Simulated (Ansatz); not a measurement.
# BFGaH4N: a ladder of functionals and wavefunction methods

How much do the methods differ for BFGaH4N? The plan is to run it at one geometry with functionals of several rungs and with coupled cluster, and see how far each lands from CCSD(T) at the basis-set limit for the atomisation energy.

Program: Ansatz 0.2.0, Gaussian basis. Level of theory: functionals in def2-TZVPP, the program's frozen cores in correlated methods. These are calculated values, not measurements.

Plan: LDA (SPW92), PBE-D4, revPBE-D4, BLYP-D4, r2SCAN-D4, B97M-V, PBE0-D4, B3LYP-D4, r2SCANh-D4, r2SCAN0-D4, HSE06-D4, BHLYP-D4, CAM-B3LYP-D4, LC-ωPBE, ωB97X-V, ωB97M-V, B2PLYP, PBE-QIDH; CCSD(T)/def2-SVP; CCSD(T)/def2-TZVPP; MP2/def2-QZVPP; extrapolation to the limit; RPA on PBE.

**1. The relaxed structure**

An earlier PBE0-D4 in a triple-zeta def2 set relaxation fixed the geometry.

SMILES `B[NH][GaH][F]`, 8 atoms, charge 0, spin multiplicity 1.

Atoms are counted from 1 here; the program's logs count them from 0.

Bond lengths: B1–N2 1.399 Å, B1–H5 1.202 Å, B1–H6 1.198 Å, N2–Ga3 1.836 Å, N2–H7 1.010 Å, Ga3–F4 1.756 Å, Ga3–H8 1.541 Å. Angles: N2–B1–H5 118.6°, N2–B1–H6 120.6°, H5–B1–H6 120.9°, B1–N2–Ga3 123.6°, B1–N2–H7 118.7°, Ga3–N2–H7 117.7°, N2–Ga3–F4 111.7°, N2–Ga3–H8 128.4°, F4–Ga3–H8 119.9°.

**2. LDA**

This LDA is Slater exchange with PW92 correlation.

in.yaml reads:

```yaml
crystal:
  periodic: [false, false, false]
  atoms:
    - {symbol: B, position_ang: [0.484216, 1.329501, -0.336314]}
    - {symbol: N, position_ang: [0.140518, 0.279600, 0.521382]}
    - {symbol: Ga, position_ang: [-0.512541, -1.335207, -0.059226]}
    - {symbol: F, position_ang: [-0.836957, -2.424662, 1.279363]}
    - {symbol: H, position_ang: [0.346839, 1.173148, -1.519731]}
    - {symbol: H, position_ang: [0.906398, 2.361586, 0.102690]}
    - {symbol: H, position_ang: [0.255594, 0.409283, 1.516814]}
    - {symbol: H, position_ang: [-0.784078, -1.793249, -1.504967]}
basis:
  gaussian: {orbitals: def2-TZVPP}
hamiltonian: {xc: lda}
output: {orbitals: {seedname: orbitals}}
```

Started as:

```console
> ansatz run in.yaml --threads 2 --pin off --events-out ev --progress --plain --max-ram 4352MiB
```

Further steps of the session: PBE-D4 (GGA); revPBE-D4 (GGA); BLYP-D4 (GGA); r2SCAN-D4 (meta-GGA); B97M-V (meta-GGA); B3LYP-D4 (hybrid); r2SCANh-D4 (hybrid); r2SCAN0-D4 (hybrid); HSE06-D4 (hybrid); BHLYP-D4 (hybrid); CAM-B3LYP-D4 (range-separated); LC-ωPBE (range-separated); ωB97X-V (range-separated); ωB97M-V (range-separated); B2PLYP (double hybrid); PBE-QIDH (double hybrid); CCSD(T) in def2-SVP; CCSD(T) in def2-TZVPP; MP2 in def2-QZVPP; RPA on PBE orbitals.

**Question.** What will the summary of the whole plan be? Wanted: atomisation energy, CCSD(T)/CBS; farthest beyond LDA; mean size of error, GGA; mean size of error, meta-GGA; mean size of error, hybrid; mean size of error, range-separated; mean size of error, double hybrid; gap, smallest and largest; T1 diagnostic.

**Answer**, as computed:

```
                               quantity                                                                                                                           value
        atomisation energy, CCSD(T)/CBS                                                                                                                  648.2 kcal/mol
functionals within 6.5 kcal/mol (1.0 %)  BLYP-D4, r2SCAN-D4, B97M-V, PBE0-D4, B3LYP-D4, r2SCANh-D4, HSE06-D4, CAM-B3LYP-D4, LC-ωPBE, ωB97X-V, ωB97M-V, B2PLYP, PBE-QIDH
                    farthest beyond LDA                                                                                                       BHLYP-D4 (-18.9 kcal/mol)
                mean size of error, GGA                                                                                                                    6.3 kcal/mol
           mean size of error, meta-GGA                                                                                                                    1.0 kcal/mol
             mean size of error, hybrid                                                                                                                    7.3 kcal/mol
    mean size of error, range-separated                                                                                                                    2.7 kcal/mol
      mean size of error, double hybrid                                                                                                                    4.7 kcal/mol
              gap, smallest and largest                                                                                       5.15 eV (LDA (SPW92)), 12.59 eV (LC-ωPBE)
                          T1 diagnostic                                                                                                                          0.0140
triples share of the correlation energy                                                                                                                           3.5 %
```

In words: LDA overbinds by 89.8 kcal/mol (14 %). PBE-D4 misses by +7.6 kcal/mol. Double hybrids carry the basis error of their MP2 part in triple zeta, and no dispersion term here, so their miss is partly the set-up's. The rungs meta-GGA, range-separated, double hybrid, GGA miss on average by less than the doubt on the reference (6.5 kcal/mol), so they tie. Misses under about 6.5 kcal/mol are within the doubt on the reference itself, which lacks core-valence correlation, relativity and higher excitations, and its outer-core shells are covered unevenly. Hartree-Fock recovers 73 % of the binding; the rest is correlation. CCSD(T) in def2-SVP is off by -35.3 kcal/mol, so the small basis spoils what the method gains. The gap grows from 5.1 to 12.6 eV across the functionals, mostly with the share of exact exchange. Correlated methods include outer-core shells of Ga, which these sets cover unevenly.
